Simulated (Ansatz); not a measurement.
**HfH₂+ (sextet): from Hartree-Fock to the top rungs, def2-QZVPP**

The task here is to estimate one member of a computed series from the others.

Method: def2-QZVPP, core rule «outside noble gas», up to 4 orbitals frozen; program: Ansatz 0.2.0, Gaussian basis.

Plan: UHF; ROHF; CCSD(T) on UHF.

4 further runs of the same task are left out: 2 that didn't finish, 2 set aside as unsound or not needed. Runs told in other sessions of the task aren't counted.

**What is computed**

The geometry is a PBE0/def2-TZVP stationary point (not a proven minimum) of the parent state, kept for this charge and spin. No spin-orbit coupling is included. Elements past krypton take def2 core potentials.

3 atoms, charge 1, spin multiplicity 6.

Atoms are counted from 1 here; the program's logs count them from 0.

Bond lengths: Hf1–H2 1.961 Å, Hf1–H3 1.961 Å. Angles: H2–Hf1–H3 180.0°.

Set-up of the first run:

in.yaml reads:

```yaml
crystal:
  periodic: [false, false, false]
  atoms:
    - {symbol: Hf, position_ang: [0.000000, 0.000000, 0.000000]}
    - {symbol: H, position_ang: [0.000000, 0.000000, -1.961100]}
    - {symbol: H, position_ang: [0.000000, 0.000000, 1.961100]}
basis:
  gaussian: {orbitals: "def2-QZVPP.json"}
total_charge: 1
magnetization: {spin_polarized: true, initial_magnetization: 5}
hamiltonian: {xc: hf}
output: {orbitals: {seedname: orbitals}}
```

The run is started by

```
ansatz run in.yaml --threads 1 --pin off --events-out ev --progress --plain --max-ram 4096MiB --backend cpu
```

Among the steps run: UHF; ROHF; CCSD(T) on UHF.

One table of the session follows, with a row left open; its other results are not shown here.

It belongs to the step «Misses and costs». 

```
  method  from UCCSD(T) (meV)
    ROHF              +1064.7
    UMP2                    ?
   UCCSD                +27.0
UCCSD(T)                    0
```

Estimate the missing values for UMP2.

**Answer.** from UCCSD(T) (meV): +289.5. In the column «from UCCSD(T) (meV)» it lies between UCCSD (+27.0) and ROHF (+1064.7).

Left out of the table: UHF (another determinant or state than the rows shown).

To keep in mind: Warnings: coupled cluster took another determinant than the lowest.
